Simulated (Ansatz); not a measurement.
Write a Python script for the Python package of Ansatz (0.2.0) that makes a convergence test of the k-point mesh of Al, space group Fm-3m. Level of theory (first run): PBE, PAW, cutoff 510 eV, 4×4×4 k-points, Fermi-Dirac smearing of 0.15 eV. The script varies spacing (1/A): 0.8, 0.6, 0.5, 0.4, 0.33.

```
Al
1.0
     0.00000    2.02481    2.02481
     2.02481    0.00000    2.02481
     2.02481    2.02481    0.00000
Al
1
Direct
  0.00000 0.00000 0.00000
```

`kconv_al.py`:
```python
import warnings

import ansatz as az

warnings.simplefilter('ignore', az.DeckWarning)

al = (
    az.Lattice.fcc(4.04961)
    .space_group(225)
    .atom('Al', (0.0, 0.0, 0.0))
    .primitive()
)

setup = (
    al.calculation()
    .basis(510)
    .occupations(az.OccupationsMethod.FERMI_DIRAC, width=0.15)
    .scf(tolerance=1e-10)
    .stress()
)

rows = []
for value in [0.8, 0.6, 0.5, 0.4, 0.33]:
    summary = setup.kpoints(spacing=value).run(threads=1, pin='off').report
    rows.append((value, summary['free_energy_ev'] / len(summary['lattice']['sites']), summary['n_iterations'], sum(summary['stress_gpa'][i][i] for i in range(3)) / 3, summary['n_kpoints']))

print('spacing (1/A)   F/atom (eV)    iterations       P (GPa)      k-points')
for row in rows:
    print(f'{str(row[0]):>12s}  {row[1]:12.5f}  {row[2]:12d}  {row[3]:12.3f}  {row[4]:12d}')

for row in rows[:-1]:
    shift = 1000 * (row[1] - rows[-1][1])
    print(f'{row[0]}: {shift:+.2f} meV/atom' + ('  (within 1 meV)' if abs(shift) < 1 else ''))
```

Output of `python kconv_al.py`:
```text
spacing (1/A)   F/atom (eV)    iterations       P (GPa)      k-points
         0.8    -537.26682             6         0.451             8
         0.6    -537.47866             6         0.889            10
         0.5    -537.58117             6        -0.197            16
         0.4    -537.56172             6        -0.742            20
        0.33    -537.49333             6        -0.253            35
0.8: +226.51 meV/atom
0.6: +14.67 meV/atom
0.5: -87.84 meV/atom
0.4: -68.38 meV/atom
```

What to keep in mind:
- A Fermi-Dirac width this large means warm electrons, whose thermal share enters the free energy.
- Pressure is positive in compression.
- No functional is typed, so the default, PBE, holds.
- Shifts are counted from the finest mesh, which is itself no proven limit.
- By the engine's processor time: 1.1 s on 1 thread of Intel(R) Xeon(R) Processor @ 2.30GHz, with other jobs on the host, peak memory 0.43 GiB.
